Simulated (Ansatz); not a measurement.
# FeF₃ radical: geometry and frequencies at several levels

The task, for FeF₃ radical: geometry and frequencies at several levels. Spin multiplicity 2.

Program: Ansatz 0.2.0. Level of theory: the levels named in each step. These are calculated values, not measurements.

### Step 1. The starting structure

Bond lengths: F1–Fe2 1.731 Å, Fe2–F3 1.607 Å, Fe2–F4 1.731 Å. Angles: F1–Fe2–F3 136.4°, F1–Fe2–F4 87.3°, F3–Fe2–F4 136.3°.

Structure file:

```xyz
4

F    -0.5309    1.5359   -0.0164
Fe    0.1387   -0.0604    0.0007
F     1.6110   -0.7034    0.0086
F    -1.4875   -0.6546    0.0056
```

### Step 2. A rough first relaxation, PBE-D4/def2-SVP

File input.yaml:

```yaml
crystal:
  periodic: [false, false, false]
  atoms:
    - { symbol: F, position_ang: [-0.53094, 1.53588, -0.01636] }
    - { symbol: Fe, position_ang: [0.13869, -0.06037, 0.0007] }
    - { symbol: F, position_ang: [1.61095, -0.70343, 0.00863] }
    - { symbol: F, position_ang: [-1.48748, -0.65456, 0.0056] }
magnetization:
  spin_polarized: true
  initial_magnetization: 1
basis:
  gaussian: { orbitals: def2-SVP }
hamiltonian:
  xc: pbe
  dispersion: d4
relax:
  f_tol: 0.03
  max_steps: 200
```

Started as:

```sh
> ansatz run input.yaml --threads 2 --pin off --max-ram 5120MiB --backend cpu --events-out ev --progress --plain --runs-dir out
```

Further steps of the session: Relaxation, HF/STO-3G; Frequencies, HF/STO-3G; Relaxation, HF/def2-SVP; Frequencies, HF/def2-SVP; Relaxation, LDA/def2-SVP; Frequencies, LDA/def2-SVP; Relaxation, PBE-D4/def2-SVP; Frequencies, PBE-D4/def2-SVP.

Q: Predict the outcome of this session. Wanted: F1–Fe2 at PBE-D4/def2-SVP; Fe2–F3 at PBE-D4/def2-SVP; Fe2–F4 at PBE-D4/def2-SVP; frequencies at PBE-D4/def2-SVP.

**Answer**, as computed:

| quantity | value |
| --- | --- |
| F1–Fe2 at PBE-D4/def2-SVP | 1.713 Å |
| Fe2–F3 at PBE-D4/def2-SVP | 1.713 Å |
| Fe2–F4 at PBE-D4/def2-SVP | 1.711 Å |
| frequencies at PBE-D4/def2-SVP | 96 to 748 cm⁻¹ |

In words: The F–Fe distance spreads over 0.063 Å, from HF/STO-3G (shortest) to HF/def2-SVP. No mode is imaginary, so the geometry is a minimum. <S²> exceeds the pure value by up to 1.87: some mean fields break spin symmetry, which blurs their results.
